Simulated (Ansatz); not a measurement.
**FH₅O₂Si₂: one species, many methods**

How much do the methods differ for FH₅O₂Si₂? The plan is to run it at one geometry with functionals of several rungs and with coupled cluster, and see how far each lands from CCSD(T) at the basis-set limit for the atomisation energy.

Method: functionals in def2-TZVPP, the program's frozen cores in correlated methods; program: Ansatz 0.2.0, Gaussian basis.

The runs, in order: LDA (SPW92), PBE-D4, revPBE-D4, BLYP-D4, r2SCAN-D4, B97M-V, PBE0-D4, B3LYP-D4, r2SCANh-D4, r2SCAN0-D4, HSE06-D4, BHLYP-D4, CAM-B3LYP-D4, LC-ωPBE, ωB97X-V, ωB97M-V, B2PLYP, PBE-QIDH; CCSD(T)/def2-SVP; CCSD(T)/def2-TZVPP; MP2/def2-QZVPP; extrapolation to the limit; RPA on PBE.

## (1) The relaxed structure

All runs share one geometry, relaxed beforehand with PBE0-D4 in a triple-zeta def2 set.

SMILES `O[Si](O)(F)[SiH3]`, 10 atoms, charge 0, spin multiplicity 1.

Atoms are counted from 1 here; the program's logs count them from 0.

Bond lengths: O1–Si2 1.637 Å, O1–H6 0.958 Å, Si2–O3 1.625 Å, Si2–F4 1.602 Å, Si2–Si5 2.332 Å, O3–H7 0.960 Å, Si5–H8 1.488 Å, Si5–H9 1.486 Å, Si5–H10 1.486 Å. Angles: Si2–O1–H6 118.1°, O1–Si2–O3 107.7°, O1–Si2–F4 106.8°, O1–Si2–Si5 114.9°, O3–Si2–F4 111.0°, O3–Si2–Si5 108.3°, F4–Si2–Si5 108.1°, Si2–O3–H7 118.4°, Si2–Si5–H8 109.1°, Si2–Si5–H9 110.6°, Si2–Si5–H10 109.9°, H8–Si5–H9 108.9°, H8–Si5–H10 108.8°, H9–Si5–H10 109.5°.

## (2) LDA

This LDA is Slater exchange with PW92 correlation.

Contents of in.yaml:

```yaml
crystal:
  periodic: [false, false, false]
  atoms:
    - {symbol: O, position_ang: [0.007160, 1.469158, -1.262058]}
    - {symbol: Si, position_ang: [0.056802, -0.069596, -0.706518]}
    - {symbol: O, position_ang: [1.525956, -0.672228, -1.050061]}
    - {symbol: F, position_ang: [-1.089666, -0.879180, -1.479071]}
    - {symbol: Si, position_ang: [-0.309810, -0.300149, 1.585401]}
    - {symbol: H, position_ang: [-0.850351, 1.855941, -1.445818]}
    - {symbol: H, position_ang: [1.935693, -0.429874, -1.883374]}
    - {symbol: H, position_ang: [-1.652731, 0.246089, 1.921011]}
    - {symbol: H, position_ang: [-0.259123, -1.731161, 1.981896]}
    - {symbol: H, position_ang: [0.719171, 0.459799, 2.341393]}
basis:
  gaussian: {orbitals: def2-TZVPP}
hamiltonian: {xc: lda}
output: {orbitals: {seedname: orbitals}}
```

The runs that follow: PBE-D4 (GGA); revPBE-D4 (GGA); BLYP-D4 (GGA); r2SCAN-D4 (meta-GGA); B97M-V (meta-GGA); PBE0-D4 (hybrid); B3LYP-D4 (hybrid); r2SCANh-D4 (hybrid); r2SCAN0-D4 (hybrid); HSE06-D4 (hybrid); BHLYP-D4 (hybrid); CAM-B3LYP-D4 (range-separated); LC-ωPBE-D4 (range-separated); ωB97X-V (range-separated); ωB97M-V (range-separated); B2PLYP (double hybrid); PBE-QIDH (double hybrid); CCSD(T) in def2-SVP; CCSD(T) in def2-TZVPP; MP2 in def2-QZVPP; RPA on PBE orbitals.

Before running them: what should the planned runs give, taken together? Wanted: atomisation energy, CCSD(T)/CBS; farthest beyond LDA; mean size of error, GGA; mean size of error, meta-GGA; mean size of error, hybrid; mean size of error, range-separated; mean size of error, double hybrid; gap, smallest and largest; T1 diagnostic.

**Answer**, as computed:

| quantity | value |
| --- | --- |
| atomisation energy, CCSD(T)/CBS | 885.5 kcal/mol |
| functionals within 4.4 kcal/mol (0.5 %) | PBE-D4, CAM-B3LYP-D4, ωB97X-V |
| farthest beyond LDA | BHLYP-D4 (-36.8 kcal/mol) |
| mean size of error, GGA | 13.6 kcal/mol |
| mean size of error, meta-GGA | 5.7 kcal/mol |
| mean size of error, hybrid | 20.7 kcal/mol |
| mean size of error, range-separated | 6.0 kcal/mol |
| mean size of error, double hybrid | 18.8 kcal/mol |
| gap, smallest and largest | 6.38 eV (LDA (SPW92)), 13.44 eV (LC-ωPBE) |
| T1 diagnostic | 0.0125 |
| triples share of the correlation energy | 3.2 % |

**Reading.** The LDA atomisation energy is off by 114.1 kcal/mol (13 %): it overbinds. PBE-D4 misses by -3.3 kcal/mol. Double hybrids carry the basis error of their MP2 part in triple zeta, and no dispersion term here, so their miss is partly the set-up's. Taken by rung, meta-GGA functionals do best (5.7 kcal/mol on average) and hybrid ones worst beyond LDA (20.7 kcal/mol). The gap between the best rungs is small, so their order is not settled. The mean of the hybrids holds BHLYP, with half exact exchange. Misses under about 4.4 kcal/mol are within the doubt on the reference itself, which lacks core-valence correlation, relativity and higher excitations. Hartree-Fock recovers 72 % of the binding; the rest is correlation. CCSD(T) in def2-SVP is off by -81.2 kcal/mol, more than most functionals: a good method in a small basis is no reference. The gap grows from 6.4 to 13.4 eV across the functionals, mostly with the share of exact exchange.
